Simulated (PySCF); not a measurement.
# CH6GeO: the cost of one run

Programs: PySCF 2.14.0. All values are calculated, for the isolated system unless a continuum is named. Atoms count from 0, parts from 1.

## 1. The system as given

Each species was relaxed by itself at PBE0-D3(BJ)/def2-SVPD.

## 2. Reaction energy: wB97M-D3(BJ)/def2-TZVPD

Job settings and geometry (Å):

```
{"job": {"kind": "react", "xc": "wB97M-D3(BJ)", "basis": "def2-TZVPD"}, "charge": 0, "multiplicity": 1}
-1 CH6GeO charge 0 multiplicity 1
C     -0.006280     0.062280     1.377390
O     -0.590910    -0.585580     0.279740
Ge    -0.062650    -0.132030    -1.368790
H      1.085800    -0.105350     1.428650
H     -0.454400    -0.341730     2.296760
H     -0.185120     1.153700     1.362630
H     -0.889240    -1.017070    -2.304560
H     -0.346940     1.368420    -1.579060
H      1.449960    -0.403010    -1.491040

-1 FH charge 0 multiplicity 1
F      0.455690     0.007790    -0.063060
H     -0.455680    -0.007790     0.063060

+1 FGeH3 charge 0 multiplicity 1
F      0.275640     1.279300    -1.050080
Ge    -0.018980    -0.070790     0.042540
H     -0.412800    -1.254730    -0.848490
H      1.300400    -0.301500     0.788530
H     -1.154910     0.380700     0.967850

+1 CH4O charge 0 multiplicity 1
C     -0.337570     0.038880    -0.059910
O      0.927550    -0.550930    -0.220510
H     -0.688980     0.002750     0.986200
H     -0.359660     1.087730    -0.404250
H     -1.043370    -0.534640    -0.674620
H      1.573990    -0.074480     0.304720
```

Method: wB97M-D3(BJ)/def2-TZVPD reaction energy of separated species, gas phase.

Run with:

```sh
$ OMP_NUM_THREADS=1 python cluster_run.py task.json out
```

One launch serves the whole session: the jobs run in the order shown.

**Question.** How long does this first job take on 1 thread of Arm Neoverse V1, shared host, and how much memory does it need?

About 19 s, with a peak of 0.66 GiB.
